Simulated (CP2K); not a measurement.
Runs of CP2K 2026.2 on AgRh. Symmetry: P-6m2, No. 187, hexagonal system. The conventional cell has a = 2.778 Å, b = 2.778 Å, c = 4.809 Å, α = 90.00°, β = 90.00°, γ = 120.00°. Ag (site symmetry -6m2) has 6 Ag at 2.78 Å and 6 Rh at 2.89 Å as nearest neighbours. Rh (site symmetry -6m2) is surrounded by 6 Rh at 2.78 Å and 6 Ag at 2.89 Å. The cell comes from a database or a generator and needn't be the stable form of this composition.

```tsv
task	level	potentials or basis	cell	k mesh	smearing	EPS_DEFAULT	k points reduced by the point group	NGRIDS	CUTOFF of the grids	EXTRAPOLATION	gap on the mesh (eV)	pressure (GPa)	V0 of scaled cells (Å³/atom)	B0 (GPa)	largest force (eV/Å)
equation of state	PBE	POTENTIAL_UZH Ag GTH-PBE-q11, Rh GTH-PBE-q17; TZVP-MOLOPT-PBE-GTH basis	as given	11 × 11 × 6	fermi-dirac 0.05 eV	1.0E-10	yes	4	450 Ry	-	-	-	15.88	159	-
relaxation of cell and atoms	PBEsol	POTENTIAL_UZH Ag GTH-PBE-q11, Rh GTH-PBE-q17; TZVP-MOLOPT-PBE-GTH basis	relaxed	8 × 8 × 4	fermi-dirac 0.0259 eV	1.0E-9	-	4	450 Ry	USE_PREV_P	none	0.0	-	-	0.01
band structure	PBEsol	POTENTIAL_UZH Ag GTH-PBE-q11, Rh GTH-PBE-q17; TZVP-MOLOPT-PBE-GTH basis	as given	11 × 11 × 6	fermi-dirac 0.01 eV	1.0E-9	yes	5	450 Ry	-	none	-9.7	-	-	-
equation of state	PBE	POTENTIAL_UZH Ag GTH-PBE-q11, Rh GTH-PBE-q17; TZVP-MOLOPT-PBE-GTH basis	as given	11 × 11 × 6	fermi-dirac 0.05 eV	1.0E-10	yes	5	450 Ry	-	-	-	15.88	159	-
single point	PBE	POTENTIAL_UZH Ag GTH-PBE-q11, Rh GTH-PBE-q17; TZVP-MOLOPT-PBE-GTH basis	as given	11 × 11 × 6	fermi-dirac 0.05 eV	1.0E-10	yes	5	450 Ry	-	none	(a)	-	-	-
relaxation of cell and atoms	LDA	GTH_POTENTIALS Ag GTH-PADE-q11, Rh GTH-PADE-q17; TZVP-MOLOPT-PBE-GTH basis	relaxed	8 × 8 × 4	fermi-dirac 0.1 eV	1.0E-9	-	5	450 Ry	USE_PREV_P	none	0.0	-	-	0.03
band structure	r2SCAN	POTENTIAL_UZH Ag GTH-SCAN-q11, Rh GTH-SCAN-q17; TZVP-MOLOPT-SCAN-GTH basis	as given	11 × 11 × 6	fermi-dirac 0.05 eV	1.0E-10	yes	4	675 Ry	-	none	-2.5	-	-	-
band structure	LDA	GTH_POTENTIALS Ag GTH-PADE-q11, Rh GTH-PADE-q17; TZVP-MOLOPT-PBE-GTH basis	as given	11 × 11 × 6	fermi-dirac 0.0259 eV	1.0E-9	yes	4	450 Ry	-	none	-16.3	-	-	-
```

Alike in all rows: no spin polarisation.

Question: Estimate the missing entries.

Answer: (a) -1.8.

Caveats: the basis of atomic orbitals isn't converged, which shifts pressures, moduli and gaps; the cell was scaled at fixed shape and fractional positions, which overstates the stiffness of a crystal with free parameters, most of all of layers and chains (some runs); more than 0.5 GPa of stress was left at the end, so the final cell isn't listed (some runs); the potentials were made for another functional, which shifts forces and pressure (some runs); so large a pressure means that the cell lies far from this level's equilibrium, or that cutoff or potentials fall short (some runs).

A k mesh can miss the band edges, and the runs leave out spin-orbit coupling on Ag, Rh.

A gap of «none» marks a metal or a gap under the smearing width.

Not every run made on this cell is shown here.
